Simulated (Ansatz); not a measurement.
Geometry optimisation, Ansatz 0.2.0, DFT PBE, scalar-relativistic, plane waves, PAW.

The input (input.yaml):

```yaml
crystal:
  lattice:
    - [5.55105, 0.0, 0.0]
    - [-2.775525, 5.366436, 0.0]
    - [0.0, 0.0, 17.409548]
  atoms:
    - { symbol: Zn, position: [0.33333331, 0.0, 0.05743975] }
    - { symbol: Zn, position: [0.43895803, 0.54458275, 0.10136221] }
    - { symbol: O, position: [0.15877191, 0.65087713, 0.09111071] }
    - { symbol: O, position: [0.26439662, 0.19545992, 0.13503317] }
    - { symbol: Zn, position: [0.87791605, 0.08916555, 0.14528468] }
    - { symbol: Zn, position: [0.98354077, 0.6337483, 0.18920714] }
    - { symbol: O, position: [0.70335465, 0.74004267, 0.17895564] }
    - { symbol: O, position: [0.80897936, 0.28462547, 0.22287811] }
    - { symbol: Zn, position: [0.42249886, 0.1783311, 0.23312961] }
    - { symbol: Zn, position: [0.52812358, 0.72291385, 0.27705208] }
    - { symbol: O, position: [0.24793746, 0.82920822, 0.26680057] }
    - { symbol: O, position: [0.35356217, 0.37379102, 0.31072304] }
    - { symbol: C, position: [0.37654107, 0.64197103, 0.38424591] }
    - { symbol: F, position: [0.74508262, 1.15683193, 0.29291672] }
    - { symbol: F, position: [0.51408042, 0.52561459, 0.42117335] }
    - { symbol: F, position: [0.49280247, 0.87547649, 0.42117335] }
    - { symbol: F, position: [0.37654107, 0.64197103, 0.47212872] }
basis:
  ecutwfc: 420.0
kpoints:
  mp_grid: { grid: [3, 3, 1] }
hamiltonian:
  xc: pbe
  pseudopotentials: { kind: paw, azcp: { folder: soft_1 } }
scf:
  occupations: { method: gaussian, width: 0.05 }
  lower_state_search: "off"
relax:
  f_tol: 0.03
  max_steps: 60
  adjacent_minimum: "off"
  constraints: [{ sites: [0] }]
```

Launched with:

```bash
$ ansatz run input.yaml --threads 4 --pin off --max-ram 10240MiB --backend cpu --events-out ev --progress --plain --runs-dir out
```

Task: Where does it end, and by what steps?

Result: It converged. The force dipped under the threshold on the way, but the program's further checks kept it going. Limits of this set-up: coarse k mesh, thin slab, slab without dipole correction, no dispersion correction for a molecule that may bind weakly. After 43 steps the energy has fallen by 22.882 eV; F17 moved furthest, 3.57 Å. The start is strongly strained (largest force component 16 eV/Å), so its close contacts needn't be bonds. Parted: O4–Zn9 (1.94 → 3.67 Å), O8–F14 (1.40 → 2.80 Å), Zn10–C13 (2.01 → 2.89 Å). Joined: Zn1–O8 (3.75 → 1.94 Å), Zn2–Zn6 (3.20 → 2.78 Å), Zn10–F14 (2.34 → 2.06 Å), O12–C13 (2.02 → 1.35 Å).

| step | energy less start (eV) | largest force component (eV/Å) | accepted |
| --- | --- | --- | --- |
| 0 | 0.0000 | 16.264 | yes |
| 2 | -9.9430 | 8.078 | yes |
| 4 | -12.9754 | 3.569 | yes |
| 6 | -15.7144 | 3.436 | yes |
| 8 | -18.9958 | 2.891 | yes |
| 10 | -20.7083 | 2.063 | yes |
| 12 | -21.6384 | 0.744 | yes |
| 14 | -22.0754 | 0.424 | yes |
| 16 | -22.3641 | 0.291 | yes |
| 18 | -22.6175 | 0.198 | yes |
| 20 | -22.7898 | 0.119 | yes |
| 22 | -22.8492 | 0.189 | yes |
| 24 | -22.8643 | 0.082 | yes |
| 26 | -22.8717 | 0.112 | yes |
| 28 | -22.8771 | 0.036 | yes |
| 30 | -22.8786 | 0.040 | yes |
| 32 | -22.8799 | 0.048 | yes |
| 34 | -22.8805 | 0.054 | yes |
| 36 | -22.8812 | 0.063 | yes |
| 38 | -22.8815 | 0.062 | yes |
| 40 | -22.8819 | 0.067 | yes |
| 42 | -22.8821 | 0.007 | yes |
| 43 | -22.8821 | 0.007 | yes |

```xyz
17
Lattice="5.5511 0.0000 0.0000 -2.7755 5.3664 0.0000 0.0000 0.0000 17.4095" Properties=species:S:1:pos:R:3
Zn 1.850 0.000 1.000
Zn 0.431 2.722 0.952
O -1.154 3.599 0.489
O 0.183 0.876 0.936
Zn 4.581 0.076 2.179
Zn 3.500 2.950 2.181
O 1.624 3.532 2.220
O 2.909 1.042 2.253
Zn 2.155 0.267 3.971
Zn 0.731 3.265 4.006
O -1.082 3.800 3.672
O 1.459 1.765 5.015
C 1.284 1.659 6.349
F 1.358 5.179 4.452
F 2.246 2.316 7.038
F 0.090 2.177 6.732
F 1.325 0.357 6.733
```

The run took 3.8 min on 4 threads of Arm Neoverse V2 (shared host), peak memory 1.2 GiB.
